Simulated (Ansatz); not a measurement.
# CH9NSi3: the cost of one run

Method: functionals in def2-TZVPP, the program's frozen cores in correlated methods; program: Ansatz 0.2.0, Gaussian basis.

The runs, in order: PBE-D4, r2SCAN-D4, PBE0-D4, B3LYP-D4, ωB97X-V, ωB97M-V, B2PLYP; CCSD(T)/def2-TZVPP; MP2/def2-QZVPP; extrapolation to the limit.

### Step 1. The geometry

An earlier PBE0-D4 in a triple-zeta def2 set relaxation fixed the geometry.

SMILES `[SiH3][SiH]1NC[SiH2]1`, 14 atoms, charge 0, spin multiplicity 1.

Atoms are counted from 1 here; the program's logs count them from 0.

Bond lengths: Si1–Si2 2.346 Å, Si1–H6 1.490 Å, Si1–H7 1.491 Å, Si1–H8 1.489 Å, Si2–N3 1.733 Å, Si2–Si5 2.330 Å, Si2–H9 1.497 Å, N3–C4 1.465 Å, N3–H10 1.007 Å, C4–Si5 1.919 Å, C4–H11 1.097 Å, C4–H12 1.097 Å, Si5–H13 1.488 Å, Si5–H14 1.488 Å. Angles: Si2–Si1–H6 110.5°, Si2–Si1–H7 111.4°, Si2–Si1–H8 110.3°, H6–Si1–H7 108.0°, H6–Si1–H8 108.5°, H7–Si1–H8 108.0°, Si1–Si2–N3 115.6°, Si1–Si2–Si5 120.1°, Si1–Si2–H9 107.6°, N3–Si2–Si5 76.4°, N3–Si2–H9 115.2°, Si5–Si2–H9 119.4°, Si2–N3–C4 110.5°, Si2–N3–H10 130.8°, C4–N3–H10 118.6°, N3–C4–Si5 97.2°, N3–C4–H11 112.9°, N3–C4–H12 113.2° and more.

As a file:

```xyz
14

Si   -1.6559    1.4156    1.2910
Si   -0.1759    0.8143   -0.4264
N    -0.4056   -0.7690   -1.0937
C     0.7621   -1.6130   -0.8279
Si    1.8132   -0.2884    0.0800
H    -1.2969    2.7512    1.8458
H    -3.0613    1.4840    0.7977
H    -1.6033    0.4155    2.3927
H    -0.1632    1.9303   -1.4242
H    -1.2033   -1.1808   -1.5498
H     1.2380   -1.9848   -1.7434
H     0.5338   -2.4775   -0.1932
H     2.1326   -0.6152    1.4958
H     3.0729    0.0885   -0.6157
```

### Step 2. PBE-D4 (GGA)

in.yaml reads:

```yaml
crystal:
  periodic: [false, false, false]
  atoms:
    - {symbol: Si, position_ang: [-1.655890, 1.415561, 1.291023]}
    - {symbol: Si, position_ang: [-0.175908, 0.814313, -0.426402]}
    - {symbol: N, position_ang: [-0.405550, -0.768989, -1.093732]}
    - {symbol: C, position_ang: [0.762115, -1.612994, -0.827903]}
    - {symbol: Si, position_ang: [1.813202, -0.288442, 0.080050]}
    - {symbol: H, position_ang: [-1.296945, 2.751219, 1.845764]}
    - {symbol: H, position_ang: [-3.061345, 1.483952, 0.797696]}
    - {symbol: H, position_ang: [-1.603309, 0.415487, 2.392737]}
    - {symbol: H, position_ang: [-0.163199, 1.930322, -1.424198]}
    - {symbol: H, position_ang: [-1.203348, -1.180810, -1.549764]}
    - {symbol: H, position_ang: [1.237962, -1.984831, -1.743352]}
    - {symbol: H, position_ang: [0.533754, -2.477521, -0.193151]}
    - {symbol: H, position_ang: [2.132626, -0.615155, 1.495754]}
    - {symbol: H, position_ang: [3.072933, 0.088489, -0.615724]}
basis:
  gaussian: {orbitals: def2-TZVPP}
hamiltonian: {xc: pbe, dispersion: d4}
output: {forces: true, orbitals: {seedname: orbitals}}
```

Started as:

```sh
> ansatz run in.yaml --threads 4 --pin off --events-out ev --progress --plain --max-ram 10444MiB
```

**Question.** How long does this run take on 4 threads of Arm Neoverse V1, shared host, and how much memory does it need?

About 3.9 s, with a peak of 0.52 GiB.
